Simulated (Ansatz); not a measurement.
# FH₅SSi₂: how energies converge with the basis set

The task here is to estimate one member of a computed series from the others.

Program: Ansatz 0.2.0, Gaussian basis. Level of theory: one geometry, several basis sets. These are calculated values, not measurements.

The runs, in order: PBE0-D4/def2-SVP; ωB97M-V/def2-SVP; PBE0-D4/def2-QZVPP; ωB97M-V/def2-QZVPP; the functionals' def2-TZVPP values are taken from earlier runs.

## The relaxed structure

All runs share one geometry, relaxed beforehand with PBE0-D4 in a triple-zeta def2 set.

SMILES `F[SiH]([SiH3])S`, 9 atoms, charge 0, spin multiplicity 1.

Atoms are counted from 1 here; the program's logs count them from 0.

Bond lengths: F1–Si2 1.604 Å, Si2–Si3 2.338 Å, Si2–S4 2.124 Å, Si2–H5 1.483 Å, Si3–H6 1.486 Å, Si3–H7 1.486 Å, Si3–H8 1.488 Å, S4–H9 1.344 Å. Angles: F1–Si2–Si3 108.5°, F1–Si2–S4 111.6°, F1–Si2–H5 107.3°, Si3–Si2–S4 110.4°, Si3–Si2–H5 114.8°, S4–Si2–H5 104.2°, Si2–Si3–H6 108.8°, Si2–Si3–H7 111.5°, Si2–Si3–H8 108.5°, H6–Si3–H7 109.5°, H6–Si3–H8 109.1°, H7–Si3–H8 109.3°, Si2–S4–H9 95.0°.

As a file:

```csv
atom,x (Å),y (Å),z (Å)
F1,-2.15810,0.53931,-0.15970
Si2,-0.58829,0.82310,-0.33020
Si3,0.58377,-0.62957,1.07823
S4,0.03798,0.56943,-2.34426
H5,-0.36773,2.26436,-0.05987
H6,2.01518,-0.23001,1.09258
H7,0.04503,-0.59909,2.46323
H8,0.46815,-2.01039,0.53599
H9,0.05252,-0.77364,-2.29310
```

Set-up of the first run:

in.yaml

```yaml
crystal:
  periodic: [false, false, false]
  atoms:
    - {symbol: F, position_ang: [-2.158098, 0.539306, -0.159698]}
    - {symbol: Si, position_ang: [-0.588294, 0.823099, -0.330197]}
    - {symbol: Si, position_ang: [0.583767, -0.629567, 1.078227]}
    - {symbol: S, position_ang: [0.037979, 0.569426, -2.344258]}
    - {symbol: H, position_ang: [-0.367727, 2.264361, -0.059867]}
    - {symbol: H, position_ang: [2.015177, -0.230008, 1.092580]}
    - {symbol: H, position_ang: [0.045029, -0.599087, 2.463228]}
    - {symbol: H, position_ang: [0.468153, -2.010387, 0.535988]}
    - {symbol: H, position_ang: [0.052516, -0.773642, -2.293104]}
basis:
  gaussian: {orbitals: def2-SVP}
hamiltonian: {xc: pbe0, dispersion: d4}
output: {orbitals: {seedname: orbitals}}
```

On the command line:

```bash
ansatz run in.yaml --threads 2 --pin off --events-out ev --progress --plain --max-ram 4352MiB
```

Among the steps run: PBE0-D4 in def2-SVP; ωB97M-V in def2-SVP; PBE0-D4 in def2-QZVPP; ωB97M-V in def2-QZVPP.

One table of the session follows, with a row left open; its other results are not shown here.

```
functional       basis  HOMO (eV)  LUMO (eV)
   PBE0-D4    def2-SVP      -7.78      -0.14
   PBE0-D4  def2-TZVPP      -7.87      -0.45
   PBE0-D4  def2-QZVPP      -7.89      -0.54
   ωB97M-V    def2-SVP          ?          ?
   ωB97M-V  def2-TZVPP      -9.99       1.34
   ωB97M-V  def2-QZVPP     -10.02       1.10
```

Estimate the missing values for ωB97M-V, def2-SVP.

As computed: HOMO (eV): -9.87; LUMO (eV): 1.79. In the column «HOMO (eV)» it lies between ωB97M-V, def2-TZVPP (-9.99) and PBE0-D4, def2-QZVPP (-7.89).
